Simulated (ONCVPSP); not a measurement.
# Pseudopotential generation for Sm: ONCV, LDA (Perdew-Wang 92)

Aim: build the potential from the settings below, then test how well it stands in for the atom: other configurations, scattering, ghost states and the plane-wave cutoff that it needs.

Method: ONCVPSP 4.0.1, LDA (Perdew-Wang 92), scalar-relativistic.

15 further runs of the same task are left out: 9 that didn't finish, 6 set aside as unsound or not needed.

## (1) The design

Typed settings, in words:

```json
{
  "element": "samarium (Sm, Z = 62)",
  "type": "optimised norm-conserving Vanderbilt (ONCV)",
  "frozen core": "[Kr] 4d10",
  "valence charge": "16",
  "reference configuration": "4f6 5s2 5p6 (charge +2)",
  "partial waves": "5s: rc 1.35 bohr, ncon 3, nbas 7, qcut 4.3 1/bohr, 2 projectors, debl 2 Ha; 5p: rc 2.00 bohr, ncon 5, nbas 9, qcut 5.6 1/bohr, 1 projector; d scattering state at 0.2 Ha: rc 1.75 bohr, ncon 4, nbas 8, qcut 5.7 1/bohr, 2 projectors, debl 0.6 Ha; 4f: rc 1.15 bohr, ncon 5, nbas 10, qcut 17 1/bohr, local",
  "local potential": "the f channel",
  "core correction": "Teter function, fcfact 3, rcfact 1.8"
}
```

An earlier all-electron run gives the scale for the radii.

All-electron outer shells of the reference configuration (LDA (PZ), scalar-relativistic, ld1.x):

| shell | level (eV) | outermost node (bohr) | outermost maximum (bohr) |
| --- | --- | --- | --- |
| 5p | -36.72 | 0.74 | 1.43 |
| 4f | -16.00 | – | 0.61 |
| 6s | -13.79 | 1.67 | 3.19 |
| 5d | -13.78 | 0.84 | 2.03 |
| 6p | -9.68 | 1.98 | 3.90 |

## (2) Generation

Contents of Sm.dat:

```
# ATOM AND REFERENCE CONFIGURATION
# atsym  z   nc   nv     iexc    psfile
  Sm 62.00    9    3  -001012      upf
#
#   n    l    f
    1    0    2.00
    2    0    2.00
    2    1    6.00
    3    0    2.00
    3    1    6.00
    3    2   10.00
    4    0    2.00
    4    1    6.00
    4    2   10.00
    4    3    6.00
    5    0    2.00
    5    1    6.00
#
# PSEUDOPOTENTIAL AND OPTIMIZATION
# lmax
    3
#
#   l,   rc,      ep,       ncon, nbas, qcut
    0    1.35    0.00    3    7    4.30
    1    2.00    0.00    5    9    5.60
    2    1.75    0.20    4    8    5.70
    3    1.15    0.00    5   10   17.00
#
# LOCAL POTENTIAL
# lloc, lpopt,  rc(5),   dvloc0
    3    5    1.15    0.00
#
# VANDERBILT-KLEINMAN-BYLANDER PROJECTORs
# l, nproj, debl
    0    2    2.00
    1    1    0.40
    2    2    0.60
    3    0    3.10
#
# MODEL CORE CHARGE
# icmod, fcfact, rcfact
    3    3.00    1.80
#
# LOG DERIVATIVE ANALYSIS
# epsh1, epsh2, depsh
   -4.00    5.00    0.02
#
# OUTPUT GRID
# rlmax, drl
    6.00    0.01
#
# TEST CONFIGURATIONS
# ncnf
    4
# nvcnf
#   n    l    f
    4
    4    3    6.00
    5    0    2.00
    5    1    6.00
    6    0    2.00
#
    4
    4    3    6.00
    5    0    2.00
    5    1    6.00
    6    0    1.00
#
    3
    4    3    5.00
    5    0    2.00
    5    1    6.00
#
    4
    4    3    6.00
    5    0    2.00
    5    1    5.00
    6    0    2.00
#
```

On the command line:

```console
$ oncvpsp.x < Sm.dat > Sm.out
```

Q: Predict the outcome of this session. Wanted: cutoffs for 1 and 0.1 mHa per electron, occupied waves; bound ghosts; GHOST(+) flags; largest test error; largest phase difference near zero energy, channels read; rms error of d²Exc/dn², without and with the model core; projector energies reset by the program.

As calculated:

| quantity | value |
| --- | --- |
| cutoffs for 1 and 0.1 mHa per electron, occupied waves | 114 Ha and 125 Ha |
| bound ghosts | s at -599.61 eV, p at -387.05 eV, d at -37.13 eV |
| GHOST(+) flags | s at 149 eV |
| largest test error (AE − PS) | -62 meV, for 4f6 5s2 5p5 6s2 |
| largest phase difference near zero energy, channels read | 0.028 rad |
| rms error of d²Exc/dn², without and with the model core | 11.07 and 5.21 mHa |
| projector energies reset by the program | s: -2.090, 0.250 Ha; d: 0.050, 0.650 Ha |

**Reading.** A bound ghost (s, p, d) makes it unfit for use: electrons can fall into a state that the atom doesn't have. The worst unpolarised test, 4f6 5s2 5p5 6s2, is off by 62 meV on 10.9 eV; by total energies transferability rates as fair. The potential is very hard: the looser tolerance needs 114 Ha. At the looser tolerance the 4f wave is the slowest; 5s needs 70 Ha. Near zero energy the phases of the channels with partial waves agree within 0.028 rad. The pseudo curves have a pole with no partner nearby in the atom's: d at -1.36 Ha. The program also flags highly localised states, GHOST(+) (s). These are tests on the free atom; a crystal test is still owed.
